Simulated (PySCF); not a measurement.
# C3H7FO2S: runs on many settings, part 1 of 2

Aim: see how C3H7FO2S (`CS(=O)(=O)CCF`) answers to the choice of functional, basis, grid and SCF options.

The runs use PySCF 2.14.0, with density-fitted response routines of our own; the level of theory stands in each step. All values are computed, except where a source is named. Atoms count from 0, in the outputs and in this text.

### Step 1. The starting structure

14 atoms, charge 0, multiplicity 1; geometry from: GFN2-xTB.

Bonds of the start (Å): C0–S1 1.81, S1–O2 1.44, S1–O3 1.44, S1–C4 1.84, C4–C5 1.51, C5–F6 1.38, C0–H7 1.08, C0–H8 1.08, C0–H9 1.08, C4–H10 1.09, C4–H11 1.09, C5–H12 1.09, C5–H13 1.09.

### Step 2. NMR shieldings: PBE0/pcSseg-1

The job: settings as JSON, then the geometry in Å.

```
{"job": {"kind": "nmr", "xc": "PBE0", "basis": "pcSseg-1"}, "charge": 0, "multiplicity": 1}
C      1.725159     0.348051    -0.527088
S      0.716636    -0.814962     0.423944
O      0.353040    -1.923395    -0.414468
O      1.392302    -1.099588     1.658637
C     -0.824392     0.092772     0.835752
C     -1.689709     0.209949    -0.394246
F     -1.182842     1.172900    -1.236745
H      1.162242     0.676685    -1.390152
H      2.618416    -0.182107    -0.833816
H      1.980180     1.174738     0.122446
H     -0.539133     1.061842     1.234428
H     -1.313810    -0.498815     1.603448
H     -1.685001    -0.735025    -0.947054
H     -2.713765     0.516480    -0.157252
```

With the program's defaults for keys left out, this is: GIAO PBE0/pcSseg-1 NMR shielding, non-relativistic, gas phase.

Command:

```bash
$ OMP_NUM_THREADS=1 python probes_run.py task.json out
```

This one command runs all jobs of the session in turn.

The log of the run:

```text
coarse grid: 12480 points
cycle   1  E = -766.0319421332  dE =  1.522e+00  |g| = 1.197e+00  |ddm| = 3.427e+00
cycle   2  E = -765.3856564877  dE =  6.463e-01  |g| = 2.229e+00  |ddm| = 2.865e+00
cycle   3  E = -766.2791424642  dE = -8.935e-01  |g| = 1.924e-01  |ddm| = 2.103e+00
cycle   4  E = -766.2864767026  dE = -7.334e-03  |g| = 7.778e-02  |ddm| = 2.105e-01
cycle   5  E = -766.2876313264  dE = -1.155e-03  |g| = 1.619e-02  |ddm| = 5.484e-02
cycle   6  E = -766.2876744194  dE = -4.309e-05  |g| = 4.683e-03  |ddm| = 1.367e-02
cycle   7  E = -766.2876779839  dE = -3.565e-06  |g| = 1.024e-03  |ddm| = 3.334e-03
final grid: 117000 points
cycle   8  E = -766.3591138434  dE = -2.601e-05  |g| = 1.217e-02  |ddm| = 2.301e-02
cycle   9  E = -766.3590741680  dE =  3.968e-05  |g| = 1.868e-02  |ddm| = 2.381e-02
cycle  10  E = -766.3591433802  dE = -6.921e-05  |g| = 2.308e-03  |ddm| = 1.548e-02
cycle  11  E = -766.3591443379  dE = -9.577e-07  |g| = 2.500e-04  |ddm| = 1.796e-03
cycle  12  E = -766.3591443465  dE = -8.569e-09  |g| = 1.347e-04  |ddm| = 2.447e-04
cycle  13  E = -766.3591443490  dE = -2.586e-09  |g| = 3.367e-05  |ddm| = 1.055e-04
cycle  14  E = -766.3591443492  dE = -1.719e-10  |g| = 1.650e-05  |ddm| = 3.647e-05
converged SCF energy = -766.3591443492

GIAO shielding tensors (ppm)
atom      isotropic    diamagn.    paramagn.     s11        s22        s33       span
  0 C      137.478     256.773    -119.294    109.844    115.585    187.006     77.163
  1 S      204.791    1051.769    -846.978     43.744    194.119    376.511    332.766
  2 O      127.504     400.959    -273.454     63.440    125.086    193.987    130.547
  3 O      118.031     398.080    -280.049     63.549    109.019    181.526    117.977
  4 C      123.268     258.468    -135.199     98.479    115.621    155.706     57.227
  5 C      104.104     242.808    -138.704     71.538     82.586    158.188     86.651
  6 F      419.889     475.709     -55.819    367.521    414.834    477.312    109.791
  7 H       28.860      31.955      -3.095     25.023     29.198     32.359      7.336
  8 H       28.816      28.583       0.233     26.340     26.486     33.623      7.283
  9 H       29.240      31.086      -1.846     26.710     27.082     33.930      7.220
 10 H       28.545      32.535      -3.990     26.140     27.869     31.624      5.483
 11 H       29.144      31.182      -2.038     25.590     28.352     33.490      7.900
 12 H       26.214      29.523      -3.309     22.702     26.404     29.537      6.835
 13 H       26.614      27.722      -1.108     22.073     26.387     31.381      9.309
```

It took 37 s on 1 thread of Intel Xeon Platinum 8259CL at 2.50GHz, shared host.

Shifts follow as δ = σ(reference) − σ, with reference shieldings (ppm) from runs at the same level and on the same kind of geometry: 1H TMS 31.72, 13C TMS 186.9, 19F CFCl3 170.9, 17O H2O 336.1, 33S CS2 504. The references are single molecules in the gas phase, so shifts against H2O, NH3, PH3, H3PO4 or CFCl3 are not on the usual liquid scales and can be off by tens of ppm. Atoms listed in one row are averaged.

```tsv
atoms	environment	σ (ppm)	δ (ppm)	δ scaled to CDCl3
C5	sp3 CH2 bonded to F	104.1	82.8	78.9
C4	sp3 CH2 bonded to S	123.3	63.7	55.8
C0	methyl carbon bonded to S	137.5	49.4	41.9
H12, H13	hydrogen on an sp3 CH2 bonded to F	26.41	5.30	5.10
H10, H11	hydrogen on an sp3 CH2 bonded to S	28.84	2.87	2.81
H7, H8, H9	hydrogen on a methyl carbon bonded to S	28.97	2.74	2.69
S1	sulfone sulfur	205	299	–
O2, O3	S=O oxygen	122.8	213.3	–
F6	fluorine on an sp3 carbon	419.9	-248.9	–
```

The scaled column applies a straight-line fit of computed shieldings to shifts measured in CDCl3, with any fitted terms for Cl, Br or S neighbours; 19F shifts take a fit of their own (root-mean-square error 0.16 ppm for H, 1.9 ppm for C).

Charges from the same density, by scheme (e):

```tsv
atoms	Mulliken	IAO	Hirshfeld	ESP fit
C0	-0.36	-0.64	-0.12	-0.63
S1	0.90	1.99	0.52	1.10
O2, O3	-0.54	-0.90	-0.32	-0.55
C4	-0.39	-0.48	-0.08	-0.43
C5	0.15	0.03	0.02	0.28
F6	-0.34	-0.33	-0.11	-0.28
```

Mayer bond orders: C0–S1 0.89, S1–O2 1.71, S1–O3 1.74, S1–C4 0.85, C4–C5 1.01, C5–F6 0.87.

Orbitals, density, ELF and potential are computed afterwards from the orbital file.

Frontier orbitals at PBE0/pcSseg-1, with the share of their density that lies nearest to each atom:

```tsv
orbital	energy (eV)	lies on
HOMO	-8.37	O3 33 %; O2 21 %; C4 13 %
LUMO	1.07	H11 22 %; H13 15 %; H10 11 %
```

ELF in a plane through or near 7 of the atoms.

Values, 10 rows by 14 columns:
```
0.00 0.00 0.00 0.00 0.00 0.00 0.00 0.00 0.00 0.00 0.00 0.00 0.00 0.00
0.00 0.00 0.00 0.00 0.04 0.13 0.11 0.00 0.00 0.00 0.00 0.00 0.00 0.00
0.00 0.00 0.00 0.06 0.65 0.85 0.76 0.02 0.20 0.46 0.01 0.00 0.00 0.00
0.00 0.00 0.00 0.14 0.80 0.45 0.71 0.13 0.96 0.99 0.24 0.00 0.00 0.00
0.00 0.00 0.01 0.03 0.08 0.57 0.09 0.92 0.24 0.40 0.11 0.23 0.00 0.00
0.00 0.00 0.42 0.92 0.59 0.63 0.53 0.22 0.80 0.36 1.00 1.00 0.12 0.00
0.00 0.00 0.16 0.69 0.54 0.97 0.84 0.32 0.77 0.53 0.46 0.90 0.02 0.00
0.00 0.00 0.00 0.03 0.34 0.98 0.60 0.45 0.83 0.80 0.08 0.00 0.00 0.00
0.00 0.00 0.00 0.00 0.00 0.01 0.00 0.01 0.08 0.08 0.00 0.00 0.00 0.00
0.00 0.00 0.00 0.00 0.00 0.00 0.00 0.00 0.00 0.00 0.00 0.00 0.00 0.00
```
The map spans 10.7 Å across and 9.2 Å up, centred on the molecule. Atoms in the plane (x, y in Å): C0 (-1.7, -0.6), O3 (-1.4, 2.0), C5 (1.7, -0.5), F6 (1.2, -1.7), H7 (-1.2, -1.5), H11 (1.4, 1.6), H13 (2.7, -0.5).

log10 of the density (e/Å³) in the same plane.

Values, 10 rows by 14 columns:
```
-4.0 -4.0 -4.0 -4.0 -4.0 -4.0 -4.0 -4.0 -4.0 -4.0 -4.0 -4.0 -4.0 -4.0
-4.0 -4.0 -4.0 -3.5 -2.2 -1.8 -2.0 -3.1 -3.5 -3.7 -4.0 -4.0 -4.0 -4.0
-4.0 -4.0 -4.0 -2.1 -0.7  0.0 -0.5 -1.8 -1.8 -2.0 -2.9 -3.9 -4.0 -4.0
-4.0 -4.0 -3.5 -1.8 -0.2  0.7  0.1 -0.8 -0.2 -0.5 -1.8 -3.1 -4.0 -4.0
-4.0 -4.0 -2.6 -1.8 -0.9 -0.1  0.2  0.1  0.4 -0.4 -1.2 -1.8 -3.1 -4.0
-4.0 -3.5 -1.8 -0.6  0.1  0.2 -0.4 -0.7  0.0  0.4  0.1 -0.7 -2.4 -3.8
-4.0 -3.6 -2.1 -1.0 -0.2  0.2 -0.5 -0.7  0.5  0.0 -0.7 -1.3 -2.7 -4.0
-4.0 -4.0 -3.0 -2.2 -1.4 -0.8 -1.2 -0.8  0.5 -0.1 -1.6 -2.7 -3.7 -4.0
-4.0 -4.0 -4.0 -3.6 -3.0 -2.8 -3.0 -2.4 -1.8 -2.0 -3.1 -4.0 -4.0 -4.0
-4.0 -4.0 -4.0 -4.0 -4.0 -4.0 -4.0 -4.0 -4.0 -4.0 -4.0 -4.0 -4.0 -4.0
```
The map spans 10.7 Å across and 9.2 Å up, centred on the molecule. Atoms in the plane (x, y in Å): C0 (-1.7, -0.6), O3 (-1.4, 2.0), C5 (1.7, -0.5), F6 (1.2, -1.7), H7 (-1.2, -1.5), H11 (1.4, 1.6), H13 (2.7, -0.5).

On the surface of density 0.002 e/bohr³ the electrostatic potential runs, from the 1st to the 99th percentile, from -1.69 V near O3 to 1.52 V near H10.

### Step 3. Excited states and response: PBE0/def2-SVPD

The job, as its differences from that of step 2:

```diff
@@ -1,2 +1,2 @@
-{"job": {"kind": "nmr", "xc": "PBE0", "basis": "pcSseg-1"}, "charge": 0, "multiplicity": 1}
+{"job": {"kind": "uv", "xc": "PBE0", "basis": "def2-SVPD", "nstates": 6, "ntriplets": 2}, "charge": 0, "multiplicity": 1}
 C      1.725159     0.348051    -0.527088
```

Method: TDDFT PBE0/def2-SVPD, vertical, gas phase, core orbitals frozen in the response.

The log of the run:

```text
coarse grid: 12480 points
cycle   1  E = -765.7073748870  dE =  1.459e+00  |g| = 1.124e+00  |ddm| = 4.766e+00
cycle   2  E = -765.0532413256  dE =  6.541e-01  |g| = 2.169e+00  |ddm| = 3.416e+00
cycle   3  E = -765.9419397397  dE = -8.887e-01  |g| = 1.764e-01  |ddm| = 2.431e+00
cycle   4  E = -765.9481728446  dE = -6.233e-03  |g| = 7.593e-02  |ddm| = 3.010e-01
cycle   5  E = -765.9493506973  dE = -1.178e-03  |g| = 1.651e-02  |ddm| = 8.533e-02
cycle   6  E = -765.9493980643  dE = -4.737e-05  |g| = 4.128e-03  |ddm| = 1.812e-02
cycle   7  E = -765.9494010308  dE = -2.967e-06  |g| = 8.600e-04  |ddm| = 4.660e-03
final grid: 117000 points
cycle   8  E = -766.0472522227  dE = -2.822e-05  |g| = 1.137e-02  |ddm| = 7.734e-02
cycle   9  E = -766.0472158973  dE =  3.633e-05  |g| = 1.745e-02  |ddm| = 3.011e-02
cycle  10  E = -766.0472798821  dE = -6.398e-05  |g| = 2.231e-03  |ddm| = 1.848e-02
cycle  11  E = -766.0472808449  dE = -9.627e-07  |g| = 2.536e-04  |ddm| = 2.625e-03
cycle  12  E = -766.0472808548  dE = -9.932e-09  |g| = 1.260e-04  |ddm| = 3.955e-04
cycle  13  E = -766.0472808573  dE = -2.525e-09  |g| = 3.004e-05  |ddm| = 1.286e-04
cycle  14  E = -766.0472808575  dE = -1.617e-10  |g| = 1.270e-05  |ddm| = 4.850e-05
converged SCF energy = -766.0472808575

Static polarisability (au): isotropic 64.439, principal 59.028 63.823 70.468

Singlet excitations
state   eV       nm        f      main configurations
  1   7.7263    160.5   0.01627   H->L 0.85, H->L+1 0.10
  2   7.9196    156.6   0.03944   H->L+1 0.67, H->L 0.14, H->L+2 0.08
  3   8.1212    152.7   0.01386   H-1->L 0.89
  4   8.2881    149.6   0.01230   H-1->L+1 0.65, H-1->L+2 0.22
  5   8.3435    148.6   0.08845   H->L+2 0.62, H->L+3 0.17, H->L+1 0.13
  6   8.4812    146.2   0.01093   H->L+3 0.67, H->L+2 0.21

Triplet excitations (Tamm-Dancoff, eV): 7.3090 7.5829
```

Wall time 51 s (1 thread of Intel Xeon Platinum 8259CL at 2.50GHz, shared host); peak memory 0.86 GiB.

Frontier orbitals and where they lie:

```tsv
orbital	eV	atoms
HOMO−3	-9.75	O2 38 %, O3 31 %, S1 15 %
HOMO−2	-9.45	O2 47 %, O3 33 %, S1 10 %
HOMO−1	-8.85	O3 46 %, O2 39 %, S1 6 %
HOMO	-8.50	O3 31 %, O2 21 %, C4 13 %
LUMO	0.33	S1 20 %, C5 11 %, C4 10 %
LUMO+1	0.73	S1 27 %, C4 11 %, H11 11 %
LUMO+2	0.95	S1 31 %, H8 15 %, C0 13 %
```

With each of the 6 states as a Gaussian band of 0.4 eV half-width at 1/e, the curve within the window shown has maxima at 150 nm (ε 5,600) L/(mol cm). Beyond the last state computed it falls off for lack of states. The curve at chosen wavelengths:

nm, ε (L/mol/cm) and a bar:
```
      141       1496 #######
      142       2037 ##########
      144       3294 #################
      145       3931 #####################
      146       4512 ########################
      147       4996 ###########################
      149       5564 ##############################
      150       5633 ##############################
      151       5573 ##############################
      153       5152 ###########################
      154       4843 ##########################
      155       4496 ########################
      156       4129 ######################
      158       3377 ##################
      159       3006 ################
      160       2645 ##############
      161       2300 ############
      163       1669 ########
      164       1390 #######
      165       1141 #####
      167        733 ###
      168        574 ##
      169        442 ##
      170        335 #
      172        184 
      173        133
```

Leading natural transition orbitals of singlet state 5: the hole lies on O3 35 %; O2 19 %; C4 13 %; the particle on H8, H9, H13 about 15 % each; S1 9 %; O3 8 %.

Leading natural transition orbitals of singlet state 1: the hole lies on O3 33 %; O2 20 %; C4 14 %; the particle on H9, H10 about 18 % each; H11 9 %; O2, O3 about 8 % each.

Further results of this job:

```tsv
property	computed
dipole moment (D)	3.60
polarisability (Å³)	9.55
HOMO–LUMO gap (eV)	8.83
−ε(HOMO) (eV)	8.50
```

(Continued in part 2 of 2.)
